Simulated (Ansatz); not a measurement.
# ZrB2: the cost of one run

Computed with Ansatz 0.2.0 (DFT PBE, scalar-relativistic, plane waves, PAW, unless a step's input says otherwise).

## (1) The structure to begin with

It takes space group P6/mmm (No. 191, hexagonal). Conventional cell: a = 3.171 Å, b = 3.171 Å, c = 3.542 Å, α = 90.00°, β = 90.00°, γ = 120.00°. Zr (site symmetry 6/mmm) is surrounded by 12 B at 2.55 Å. B (site symmetry -6m2) is surrounded by 3 B at 1.83 Å and 6 Zr at 2.55 Å.

Structure file:

```cif
data_structure
_symmetry_space_group_name_H-M 'P6/mmm'
_symmetry_Int_Tables_number 191
_cell_length_a 3.1712
_cell_length_b 3.1712
_cell_length_c 3.5420
_cell_angle_alpha 90.000
_cell_angle_beta 90.000
_cell_angle_gamma 120.000
_cell_volume 30.85
loop_
_atom_site_label
_atom_site_type_symbol
_atom_site_symmetry_multiplicity
_atom_site_Wyckoff_symbol
_atom_site_fract_x
_atom_site_fract_y
_atom_site_fract_z
_atom_site_occupancy
Zr1 Zr 1 a 0.00000 0.00000 0.00000 1
B1 B 2 d 0.33333 0.66667 0.50000 1
```

An earlier run at PBE left this cell at 10.283 Å³/atom and 0.00 GPa (14×14×12 mesh).

## (2) Field gradients and densities at the nuclei

Input file input.yaml:

```yaml
crystal:
  lattice:
    - [3.1711983622, 0.0, 0.0]
    - [-1.5855991811, 2.7463383421, 0.0]
    - [0.0, 0.0, 3.5420340352]
  atoms:
    - { symbol: Zr, position: [0.0, 0.0, 0.0] }
    - { symbol: B, position: [0.3333333333, 0.6666666667, 0.5] }
    - { symbol: B, position: [0.6666666667, 0.3333333333, 0.5] }
basis:
  ecutwfc: 420
  ecutrho_ratio: 4
kpoints:
  mp_grid: { grid: [14, 14, 12] }
hamiltonian:
  xc: pbe
scf:
  occupations: { method: gaussian, width: 0.05 }
output:
  forces: true
  stress: true
  eigenvalues: true
  efg:
    contact_densities: true
    quadrupole_moments_barn: { Zr: -0.176, B: 0.04059 }
```

The run is started by

```bash
ansatz run input.yaml --threads 1 --pin off --max-ram 2560MiB --backend cpu --events-out ev --progress --plain --runs-dir out
```

**Question.** How long does this run take on 1 thread of Arm Neoverse V2, shared host, and how much memory does it need?

About 4.1 s, with a peak of 0.38 GiB.
